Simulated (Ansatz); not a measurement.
**C₂H₂Te: how energies converge with the basis set**

One table from this session's results is given with a row withheld; the runs are named, their logs left out.

Computed with Ansatz 0.2.0, Gaussian basis. Level: one geometry, several basis sets.

The runs, in order: PBE0-D4/def2-SVP; ωB97M-V/def2-SVP; PBE0-D4/def2-QZVPP; ωB97M-V/def2-QZVPP; the functionals' def2-TZVPP values are taken from earlier runs.

1 further run of the same task is left out (for a known fault of the program).

### Structure used throughout

All runs share one geometry, relaxed beforehand with PBE0-D4 in a triple-zeta def2 set. Te takes the def2 core potential; no spin-orbit term is included.

SMILES `C#C[TeH]`, 5 atoms, charge 0, spin multiplicity 1.

Atoms are counted from 1 here; the program's logs count them from 0.

Bond lengths: C1–C2 1.205 Å, C1–H4 1.065 Å, C2–Te3 2.019 Å, Te3–H5 1.660 Å. Angles: C2–C1–H4 179.3°, C1–C2–Te3 175.6°, C2–Te3–H5 93.4°.

The first run:

in.yaml reads:

```yaml
crystal:
  periodic: [false, false, false]
  atoms:
    - {symbol: C, position_ang: [-0.735693, -1.112608, 0.392483]}
    - {symbol: C, position_ang: [0.097281, -0.298471, 0.084466]}
    - {symbol: Te, position_ang: [1.600588, 0.958915, -0.399654]}
    - {symbol: H, position_ang: [-1.481674, -1.823554, 0.662196]}
    - {symbol: H, position_ang: [0.569299, 2.202019, -0.780791]}
basis:
  gaussian: {orbitals: def2-SVP}
hamiltonian: {xc: pbe0, dispersion: d4}
output: {orbitals: {seedname: orbitals}}
```

Run with:

```console
$ ansatz run in.yaml --threads 2 --pin off --events-out ev --progress --plain --max-ram 4352MiB
```

Among the steps run: PBE0-D4 in def2-SVP; ωB97M-V in def2-SVP; PBE0-D4 in def2-QZVPP; ωB97M-V in def2-QZVPP.

One table of the session follows, with a row left open; its other results are not shown here.

It belongs to the step «Density functionals: the series». 

| functional | basis | HOMO (eV) |
| --- | --- | --- |
| PBE0-D4 | def2-SVP | -6.34 |
| PBE0-D4 | def2-TZVPP | ? |
| PBE0-D4 | def2-QZVPP | -6.46 |
| ωB97M-V | def2-SVP | -8.36 |
| ωB97M-V | def2-TZVPP | -8.49 |
| ωB97M-V | def2-QZVPP | -8.51 |

Q: Estimate the row for PBE0-D4, def2-TZVPP from the others.

The run gave: HOMO (eV): -6.44. In the column «HOMO (eV)» it lies between PBE0-D4, def2-QZVPP (-6.46) and PBE0-D4, def2-SVP (-6.34).
